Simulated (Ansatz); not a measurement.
# C2H9NOSi: basis-set convergence

How large a basis does C2H9NOSi need? Two functionals are run in growing sets.

Program: Ansatz 0.2.0, Gaussian basis. Level of theory: one geometry, several basis sets. These are calculated values, not measurements.

Levels to be run: PBE0-D4/def2-SVP; ωB97M-V/def2-SVP; PBE0-D4/def2-QZVPP; ωB97M-V/def2-QZVPP; the functionals' def2-TZVPP values are taken from earlier runs.

**1. The geometry**

The geometry comes from an earlier relaxation with PBE0-D4 in a triple-zeta def2 set; it is a stationary point, not always the lowest conformer.

SMILES `CN[SiH](C)O`, 14 atoms, charge 0, spin multiplicity 1.

Atoms are counted from 1 here; the program's logs count them from 0.

Bond lengths: C1–N2 1.445 Å, C1–H6 1.097 Å, C1–H7 1.095 Å, C1–H8 1.093 Å, N2–Si3 1.710 Å, N2–H9 1.006 Å, Si3–C4 1.857 Å, Si3–O5 1.653 Å, Si3–H10 1.491 Å, C4–H11 1.092 Å, C4–H12 1.093 Å, C4–H13 1.092 Å, O5–H14 0.958 Å. Angles: N2–C1–H6 113.0°, N2–C1–H7 111.8°, N2–C1–H8 109.7°, H6–C1–H7 107.9°, H6–C1–H8 107.3°, H7–C1–H8 106.8°, C1–N2–Si3 126.0°, C1–N2–H9 114.6°, Si3–N2–H9 118.5°, N2–Si3–C4 114.4°, N2–Si3–O5 112.0°, N2–Si3–H10 103.7°, C4–Si3–O5 103.4°, C4–Si3–H10 112.0°, O5–Si3–H10 111.6°, Si3–C4–H11 110.8°, Si3–C4–H12 110.8°, Si3–C4–H13 110.8° and more.

**2. PBE0-D4 in def2-SVP**

Input file in.yaml:

```yaml
crystal:
  periodic: [false, false, false]
  atoms:
    - {symbol: C, position_ang: [-0.976004, 1.625132, 0.330825]}
    - {symbol: N, position_ang: [0.359034, 1.076323, 0.404977]}
    - {symbol: Si, position_ang: [0.861414, -0.434342, -0.219505]}
    - {symbol: C, position_ang: [-0.190850, -1.871807, 0.306489]}
    - {symbol: O, position_ang: [0.777589, -0.481731, -1.870034]}
    - {symbol: H, position_ang: [-1.518320, 1.561677, 1.282244]}
    - {symbol: H, position_ang: [-0.968415, 2.674021, 0.016034]}
    - {symbol: H, position_ang: [-1.558622, 1.076576, -0.413076]}
    - {symbol: H, position_ang: [0.983137, 1.574889, 1.016489]}
    - {symbol: H, position_ang: [2.266114, -0.565410, 0.262128]}
    - {symbol: H, position_ang: [-0.157910, -1.999772, 1.390905]}
    - {symbol: H, position_ang: [-1.232956, -1.718803, 0.013307]}
    - {symbol: H, position_ang: [0.152615, -2.796934, -0.162166]}
    - {symbol: H, position_ang: [1.190275, 0.250981, -2.329916]}
basis:
  gaussian: {orbitals: def2-SVP}
hamiltonian: {xc: pbe0, dispersion: d4}
output: {orbitals: {seedname: orbitals}}
```

Further steps of the session: ωB97M-V in def2-SVP; PBE0-D4 in def2-QZVPP; ωB97M-V in def2-QZVPP.

**Question.** What will the summary of the whole plan be? Wanted: PBE0-D4: double and triple zeta above quadruple; ωB97M-V: double and triple zeta above quadruple.

The runs gave:

| quantity | value |
| --- | --- |
| PBE0-D4: double and triple zeta above quadruple | 10.42, 0.63 eV |
| ωB97M-V: double and triple zeta above quadruple | 10.69, 0.60 eV |

In words: For PBE0-D4 the step from double to triple zeta gains 9.79 eV and the next only 0.63 eV. These are total energies; as a rule much of such shifts cancels in differences, which this series doesn't test. The LUMO of ωB97M-V is positive and keeps falling with the basis (3.22 to 1.51 eV): an unbound level that the basis holds in place.
